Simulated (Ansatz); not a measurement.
# CH₄SeSi: one structure at several levels

The atoms stand at a structure displaced at random from a GFN2-xTB minimum. How far do the functionals agree with CCSD(T) there?

Method: single points in def2-TZVPP; program: Ansatz 0.2.0, Gaussian basis.

Cores are frozen in the correlated methods. Filled d shells of the heavier atoms are correlated.

**1. The system as given**

SMILES `C=[SiH][SeH]`, 7 atoms, charge 0, spin multiplicity 1.

Atoms are counted from 1 here; the program's logs count them from 0.

Bond lengths: C1–Si2 1.774 Å, C1–H4 1.106 Å, C1–H5 1.087 Å, Si2–Se3 2.384 Å, Si2–H6 1.526 Å, Se3–H7 1.503 Å. Angles: Si2–C1–H4 119.5°, Si2–C1–H5 121.8°, H4–C1–H5 118.5°, C1–Si2–Se3 121.5°, C1–Si2–H6 135.7°, Se3–Si2–H6 102.7°, Si2–Se3–H7 92.3°.

Geometry (Å):

```xyz
7
CH4SeSi
C    -0.62840    0.72060   -0.89310
Si   -0.17590    0.25970    0.75890
Se    1.28370   -1.57650    1.18620
H    -0.16850    0.19590   -1.75090
H    -1.30400    1.54850   -1.09220
H    -0.48240    0.77840    2.16090
H     1.44550   -1.86590   -0.27970
```

**2. CCSD(T)/def2-TZVPP**

Contents of run/in.yaml:

```yaml
crystal:
  periodic: [false, false, false]
  atoms:
    - {symbol: C, position_ang: [-0.628400, 0.720600, -0.893100]}
    - {symbol: Si, position_ang: [-0.175900, 0.259700, 0.758900]}
    - {symbol: Se, position_ang: [1.283700, -1.576500, 1.186200]}
    - {symbol: H, position_ang: [-0.168500, 0.195900, -1.750900]}
    - {symbol: H, position_ang: [-1.304000, 1.548500, -1.092200]}
    - {symbol: H, position_ang: [-0.482400, 0.778400, 2.160900]}
    - {symbol: H, position_ang: [1.445500, -1.865900, -0.279700]}
basis:
  gaussian: {orbitals: def2-TZVPP}
correlation: {method: ccsd_t}
output: {forces: true}
```

The command line of these runs was not kept.

**3. PBE0-D4/def2-TZVPP**

Changes to run/in.yaml since step 2:

```diff
@@ -12,3 +12,3 @@
   gaussian: {orbitals: def2-TZVPP}
-correlation: {method: ccsd_t}
-output: {forces: true}
+hamiltonian: {xc: pbe0, dispersion: d4}
+output: {forces: true, orbitals: {seedname: orbitals}}
```

**4. wB97M-V/def2-TZVPP**

Changes to run/in.yaml since step 3:

```diff
@@ -12,3 +12,3 @@
   gaussian: {orbitals: def2-TZVPP}
-hamiltonian: {xc: pbe0, dispersion: d4}
-output: {forces: true, orbitals: {seedname: orbitals}}
+hamiltonian: {xc: {name: wB97M-V}}
+output: {forces: true}
```

**5. r2SCAN-D4/def2-TZVPP**

Changes to run/in.yaml since step 4:

```diff
@@ -12,3 +12,3 @@
   gaussian: {orbitals: def2-TZVPP}
-hamiltonian: {xc: {name: wB97M-V}}
+hamiltonian: {xc: r2scan, dispersion: d4}
 output: {forces: true}
```

**6. PBE-D4/def2-TZVPP**

Changes to run/in.yaml since step 5:

```diff
@@ -12,3 +12,3 @@
   gaussian: {orbitals: def2-TZVPP}
-hamiltonian: {xc: r2scan, dispersion: d4}
+hamiltonian: {xc: pbe, dispersion: d4}
 output: {forces: true}
```

**7. wB97X-V/def2-TZVPP**

Changes to run/in.yaml since step 6:

```diff
@@ -12,3 +12,3 @@
   gaussian: {orbitals: def2-TZVPP}
-hamiltonian: {xc: pbe, dispersion: d4}
+hamiltonian: {xc: {name: wB97X-V}}
 output: {forces: true}
```

**8. r2SCAN0-D4/def2-TZVPP**

Changes to run/in.yaml since step 7:

```diff
@@ -12,3 +12,3 @@
   gaussian: {orbitals: def2-TZVPP}
-hamiltonian: {xc: {name: wB97X-V}}
+hamiltonian: {xc: {name: r2SCAN0}, dispersion: d4}
 output: {forces: true}
```

(Steps that only read results are left out.)

What does the calculation give? Wanted: energy less free atoms, CCSD(T)/def2-TZVPP; RMS force component; RMS force error; HOMO and LUMO, PBE0-D4; T1 diagnostic.

**Answer**, as computed:

| quantity | value |
| --- | --- |
| energy less free atoms, CCSD(T)/def2-TZVPP | -506.4 kcal/mol |
| RMS force component | 0.557 to 0.765 eV/Å over the methods |
| RMS force error | PBE0-D4 0.157, wB97M-V 0.205, r2SCAN-D4 0.115, PBE-D4 0.170, wB97X-V 0.224, r2SCAN0-D4 0.188 eV/Å |
| HOMO and LUMO, PBE0-D4 | -6.26 and -1.34 eV |
| T1 diagnostic | 0.013 |

**Reading.** Against CCSD(T) the functionals' energies less atoms differ by -23.4 to -6.6 kcal/mol, PBE-D4 by -23.4 kcal/mol. The reference is not at the basis limit: in triple zeta CCSD(T) underbinds, which counts against methods that bind more; the gaps are no ranking. For forces r2SCAN-D4 does best and wB97X-V worst. Frozen-core CCSD(T) forces in triple zeta carry basis errors of their own, and this is one geometry, so small gaps rank nothing. The restricted Hartree–Fock reference is unstable towards an unrestricted one at one or more of these structures.
